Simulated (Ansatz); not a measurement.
# AlAs: the cost of one run

Computed with Ansatz 0.2.0, Gaussian basis. Level: aug-cc-pVTZ, core rule «outside noble gas», up to 19 orbitals frozen.

The runs, in order: UHF; CCSD(T) on ROHF; CCSD(T) on UHF; BCCD(T) on ROHF; CCSDT(Q) on ROHF; CCSDT(Q) on UHF; CASSCF and MRCISD+Q, 9 electrons in 8 orbitals; CASSCF and NEVPT2, 9 electrons in 8 orbitals.

5 further runs of the same task are left out: 5 set aside as unsound or not needed.

## Step 1: What is computed

The geometry is a PBE0/def2-TZVPD stationary point (not a proven minimum). No spin-orbit coupling is included. The filled d shell of As may be among the frozen orbitals whatever the setting's name suggests; the logs give the count.

2 atoms, charge -1, spin multiplicity 2.

Atoms are counted from 1 here; the program's logs count them from 0.

Bond lengths: Al1–As2 2.217 Å.

## Step 2: UHF

Input file in.yaml:

```yaml
crystal:
  periodic: [false, false, false]
  atoms:
    - {symbol: Al, position_ang: [0.000000, 0.000000, 0.000000]}
    - {symbol: As, position_ang: [0.000000, 0.000000, 2.216800]}
basis:
  gaussian: {orbitals: aug-cc-pVTZ}
total_charge: -1
magnetization: {spin_polarized: true, initial_magnetization: 1}
hamiltonian: {xc: hf}
output: {orbitals: {seedname: orbitals}}
```

The run is started by

```console
$ ansatz run in.yaml --threads 1 --pin off --events-out ev --progress --plain --max-ram 4096MiB --backend cpu
```

**Question.** How long does this run take on 1 thread of AMD EPYC 7R13, shared host, and how much memory does it need?

About 22 s, with a peak of 0.34 GiB.
